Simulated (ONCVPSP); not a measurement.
**Pseudopotential generation for W: ONCV, PBE**

Task: generate the file, and judge it by its errors in other configurations, its logarithmic derivatives, its ghosts and its cutoff.

Program: ONCVPSP 4.0.1. Reference atom: PBE, scalar-relativistic, spherical and spin-unpolarised. All values are calculated.

## (1) Settings

The settings as typed:

| Quantity | Value |
| --- | --- |
| element | tungsten (W, Z = 74) |
| type | optimised norm-conserving Vanderbilt (ONCV) |
| frozen core | [Kr] 4d10 4f14 |
| valence charge | 14 |
| reference configuration | 5s2 5p6 5d4 (charge +2) |
| partial waves | 5s: rc 1.85 bohr, ncon 4, nbas 7, qcut 5.3 1/bohr, 3 projectors, debl 3.4 Ha; 5p: rc 1.85 bohr, ncon 4, nbas 7, qcut 6.6 1/bohr, 1 projector; 5d: rc 1.90 bohr, ncon 4, nbas 7, qcut 5.9 1/bohr, 2 projectors, debl 2.1 Ha |
| local potential | polynomial inside 1.70 bohr (lpopt 5, dvloc0 0 Ha) |
| core correction | Teter function, fcfact 4.25, rcfact 1.7 |

The outer shells as boxes (Hund's rule for the drawing; the calculation is spin-unpolarised):

```
[Kr] core
4d [↑↓][↑↓][↑↓][↑↓][↑↓]
4f [↑↓][↑↓][↑↓][↑↓][↑↓][↑↓][↑↓]
5s [↑↓]
5p [↑↓][↑↓][↑↓]
5d [↑ ][↑ ][↑ ][↑ ][  ]
```

An earlier all-electron run gives the scale for the radii.

All-electron outer shells of the reference configuration (PBE, scalar-relativistic, ld1.x):

| shell | level (eV) | outermost node (bohr) | outermost maximum (bohr) |
| --- | --- | --- | --- |
| 5p | -59.30 | 0.57 | 1.09 |
| 4f | -49.29 | – | 0.43 |
| 5d | -19.88 | 0.63 | 1.47 |
| 6s | -19.28 | 1.27 | 2.48 |
| 6p | -12.99 | 1.51 | 3.11 |

## (2) The generation run

File W.dat:

```
# ATOM AND REFERENCE CONFIGURATION
# atsym  z   nc   nv     iexc    psfile
  W 74.00   10    3        4      upf
#
#   n    l    f
    1    0    2.00
    2    0    2.00
    2    1    6.00
    3    0    2.00
    3    1    6.00
    3    2   10.00
    4    0    2.00
    4    1    6.00
    4    2   10.00
    4    3   14.00
    5    0    2.00
    5    1    6.00
    5    2    4.00
#
# PSEUDOPOTENTIAL AND OPTIMIZATION
# lmax
    2
#
#   l,   rc,      ep,       ncon, nbas, qcut
    0    1.85    0.00    4    7    5.30
    1    1.85    0.00    4    7    6.60
    2    1.90    0.00    4    7    5.90
#
# LOCAL POTENTIAL
# lloc, lpopt,  rc(5),   dvloc0
    4    5    1.70    0.00
#
# VANDERBILT-KLEINMAN-BYLANDER PROJECTORs
# l, nproj, debl
    0    3    3.40
    1    1    0.70
    2    2    2.10
#
# MODEL CORE CHARGE
# icmod, fcfact, rcfact
    3    4.25    1.70
#
# LOG DERIVATIVE ANALYSIS
# epsh1, epsh2, depsh
   -5.00    5.00    0.04
#
# OUTPUT GRID
# rlmax, drl
    6.00    0.01
#
# TEST CONFIGURATIONS
# ncnf
    4
# nvcnf
#   n    l    f
    4
    5    0    2.00
    5    1    6.00
    5    2    4.00
    6    0    2.00
#
    4
    5    0    2.00
    5    1    6.00
    5    2    4.00
    6    0    1.00
#
    3
    5    0    2.00
    5    1    6.00
    5    2    3.00
#
    3
    5    0    2.00
    5    1    6.00
    5    2    2.00
#
```

Run with:

```sh
oncvpsp.x < W.dat > W.out
```

Q: Predict the outcome of this session. Wanted: cutoffs for 1 and 0.1 mHa per electron, occupied waves; bound ghosts; GHOST(+) flags; largest test error; largest phase difference near zero energy, channels read; rms error of d²Exc/dn², without and with the model core; projector energies reset by the program.

As calculated:

```
                                                quantity                       value
  cutoffs for 1 and 0.1 mHa per electron, occupied waves             14 Ha and 21 Ha
                                            bound ghosts                  none found
                                          GHOST(+) flags                 s at 178 eV
                            largest test error (AE − PS)   -224 meV, for 5s2 5p6 5d2
largest phase difference near zero energy, channels read                   0.016 rad
 rms error of d²Exc/dn², without and with the model core           9.68 and 4.22 mHa
                 projector energies reset by the program  s: -3.497, 0.050, 3.450 Ha
```

By total energies transferability is poor: the largest error is 224 meV on 62.6 eV, for 5s2 5p6 5d2. That test lies far up in energy; among those under 40 eV, nearer to bonding, the largest error is 43 meV. By its cutoff, 14 Ha for the looser tolerance, it is soft on the atom at that tolerance. At the looser tolerance the 5d wave is the slowest; 5s needs 11 Ha. It is free of bound ghosts as far as tested. Near zero energy the phases of the channels with partial waves agree within 0.016 rad. The program also flags highly localised states, GHOST(+) (s). Note that the frozen 4f shell (-49 eV) lies higher than the valence 5s shell (-95 eV).
